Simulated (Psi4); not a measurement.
# B3LYP/cc-pVDZ (sweep point 5) run of SiHF3 (SMILES F[SiH](F)F)

What is the vertical ionisation energy of SiHF3 at B3LYP/cc-pVDZ (sweep point 5)? 

Program for the calculation: Psi4 1.11.

4 further runs of the same task are left out: 4 set aside as unsound or not needed.

## 1. The system as given

SiHF3 has 5 atoms, charge 0, and is taken as a singlet. As SMILES, `F[SiH](F)F`. The coordinates come from a PBE0-D4/def2-TZVP relaxation.

Bond lengths: F1–Si2 1.573 Å, Si2–F3 1.573 Å, Si2–F4 1.573 Å, Si2–H5 1.461 Å. Angles: F1–Si2–F3 108.3°, F1–Si2–F4 108.3°, F3–Si2–F4 108.3°, F1–Si2–H5 110.7°, F3–Si2–H5 110.7°, F4–Si2–H5 110.7°.

## 2. A single-point energy at B3LYP/cc-pVDZ (sweep point 5)

File f3hsi.in:

```
memory 1600 mb

molecule molecule1 {
  F     -0.84489655    -0.15533549     2.81814857
  Si     0.07691185     0.00321253    -0.00340151
  F     -1.12835547     2.42149506    -1.24192801
  F     -0.93711519    -2.38729101    -1.44979788
  H      2.83345535     0.11791891    -0.12302117
  units bohr
  symmetry c1
}

set globals {
  reference rks
  puream true
  scf_type pk
  dft_radial_points 99
  dft_spherical_points 590
  d_convergence 1e-06
  e_convergence 1e-06
}

energy_value, wavefunction = energy('b3lyp/cc-pVDZ', return_wfn=True)
print_variables()
```

Run with:

```sh
$ psi4 -n 1 f3hsi.in f3hsi.out
```

f3hsi.out:

```text
[...]
  Running in c1 symmetry.
[...]
  Nuclear repulsion =  188.407850502799874
[...]
  Multiplicity = 1
[...]
  Nalpha       = 21
  Nbeta        = 21
[...]
    Number of basis functions: 65
[...]
   @RKS iter   1:  -589.69906406704388   -3.49022e-01   9.11636e-03 ADIIS/DIIS
[...]
   @RKS iter   6:  -589.80758886553178   -2.13186e-07   8.12391e-07 DIIS
[...]
    Orbital Energies [Eh]
    ---------------------
    Doubly Occupied:
       1A    -66.272885     2A    -24.718537     3A    -24.718527
       4A    -24.718524     5A     -5.410845     6A     -3.771234
       7A     -3.771233     8A     -3.767042     9A     -1.243744
      10A     -1.214456    11A     -1.214429    12A     -0.603781
      13A     -0.522709    14A     -0.522702    15A     -0.511649
      16A     -0.468460    17A     -0.468454    18A     -0.444883
      19A     -0.444868    20A     -0.428343    21A     -0.396336
[...]
  @RKS Final Energy:  -589.80758886553178
   => Energetics <=
    Nuclear Repulsion Energy =            188.4078505027998744
    One-Electron Energy =               -1194.6351170081661621
    Two-Electron Energy =                 459.1106463011913661
    DFT Exchange-Correlation Energy =     -42.6909686613568553
    Empirical Dispersion Energy =           0.0000000000000000
    VV10 Nonlocal Energy =                  0.0000000000000000
    Total Energy =                       -589.8075888655317840
[...]
 Multipole Moments:
 ------------------------------------------------------------------------------------
     Multipole            Electronic (a.u.)      Nuclear  (a.u.)        Total (a.u.)
 ------------------------------------------------------------------------------------
 L = 1.  Multiply by 2.5417464519 to convert [e a0] to [Debye]
 Dipole X            :         -1.7563210            2.2804039            0.5240829
 Dipole Y            :         -0.0730710            0.0949100            0.0218390
 Dipole Z            :          0.0760652           -0.0990473           -0.0229821
 Magnitude           :                                                    0.5250409
[...]
```

It took 18 s on 1 thread of AMD EPYC 7R43 (Zen 3), shared host; peak memory 0.76 GiB.

## 3. The doublet cation

File input.in:

```
memory 1.6 GB

molecule {
  1 2
  F     -0.84489655    -0.15533549     2.81814857
  Si     0.07691185     0.00321253    -0.00340151
  F     -1.12835547     2.42149506    -1.24192801
  F     -0.93711519    -2.38729101    -1.44979788
  H      2.83345535     0.11791891    -0.12302117
  units bohr
  symmetry c1
}

set reference uks
set puream true
set scf_type pk
set dft_radial_points 99
set dft_spherical_points 590
set d_convergence 1e-06
set e_convergence 1e-06
set maxiter 150

e, wfn = energy('b3lyp/cc-pVDZ', return_wfn=True)
print_variables()
```

Run with:

```sh
$ psi4 -n 1 input.in input.out
```

input.out:

```text
[...]
  Running in c1 symmetry.
[...]
  Nuclear repulsion =  188.407850502799874
[...]
  Multiplicity = 2
[...]
  Nalpha       = 21
  Nbeta        = 20
[...]
    Number of basis functions: 65
[...]
   @UKS iter   1:  -589.18781202721721    1.62230e-01   8.06764e-03 ADIIS/DIIS
[...]
   @UKS iter  10:  -589.29649299462540   -6.81075e-09   4.91954e-07 DIIS
[...]
   @S^2 Observed:                7.568341986E-01
[...]
    Orbital Energies [Eh]
    ---------------------
    Alpha Occupied:
       1A    -66.590921     2A    -25.022510     3A    -25.022498
       4A    -25.022493     5A     -5.728894     6A     -4.088428
       7A     -4.087909     8A     -4.087908     9A     -1.538018
      10A     -1.508841    11A     -1.508830    12A     -0.914497
      13A     -0.822419    14A     -0.810300    15A     -0.810298
      16A     -0.756220    17A     -0.756215    18A     -0.741753
      19A     -0.731232    20A     -0.731230    21A     -0.710709
    Alpha Virtual:
      22A     -0.236122    23A     -0.225420    24A     -0.225409
      25A     -0.140622    26A     -0.037270    27A      0.067698
[...]
  @UKS Final Energy:  -589.29649299462540
   => Energetics <=
    Nuclear Repulsion Energy =            188.4078505027998744
    One-Electron Energy =               -1182.1258470334346384
    Two-Electron Energy =                 446.7530462238772770
    DFT Exchange-Correlation Energy =     -42.3315426878678807
    Empirical Dispersion Energy =           0.0000000000000000
    VV10 Nonlocal Energy =                  0.0000000000000000
    Total Energy =                       -589.2964929946253960
[...]
 Multipole Moments:
 ------------------------------------------------------------------------------------
     Multipole            Electronic (a.u.)      Nuclear  (a.u.)        Total (a.u.)
 ------------------------------------------------------------------------------------
 L = 1.  Multiply by 2.5417464519 to convert [e a0] to [Debye]
 Dipole X            :         -0.6454758            2.2804039            1.6349281
 Dipole Y            :         -0.0269295            0.0949100            0.0679804
 Dipole Z            :          0.0280897           -0.0990473           -0.0709576
 Magnitude           :                                                    1.6378785
[...]
```

It took 35 s on 1 thread of AMD EPYC 7R43 (Zen 3), shared host; peak memory 0.75 GiB.

## 4. Results

Level: B3LYP/cc-pVDZ (sweep point 5).

```
                                          quantity          value
                       singlet SiHF3: total energy  -589.80759 Eh
                      singlet SiHF3: dipole moment         1.33 D
                        singlet SiHF3: HOMO energy      -10.78 eV
                        singlet SiHF3: LUMO energy        1.39 eV
                      singlet SiHF3: HOMO–LUMO gap       12.17 eV
                      doublet cation: total energy  -589.29649 Eh
doublet cation: HOMO energy (highest over α and β)      -19.17 eV
 doublet cation: LUMO energy (lowest over α and β)      -16.96 eV
                              doublet cation: ⟨S²⟩          0.757
vertical ionisation energy (to the doublet cation)      13.908 eV
```

In words: Removing an electron at fixed nuclei costs 13.91 eV (321 kcal/mol). −ε(HOMO) before ionisation, 10.78 eV, is 3.12 eV below this ionisation energy.
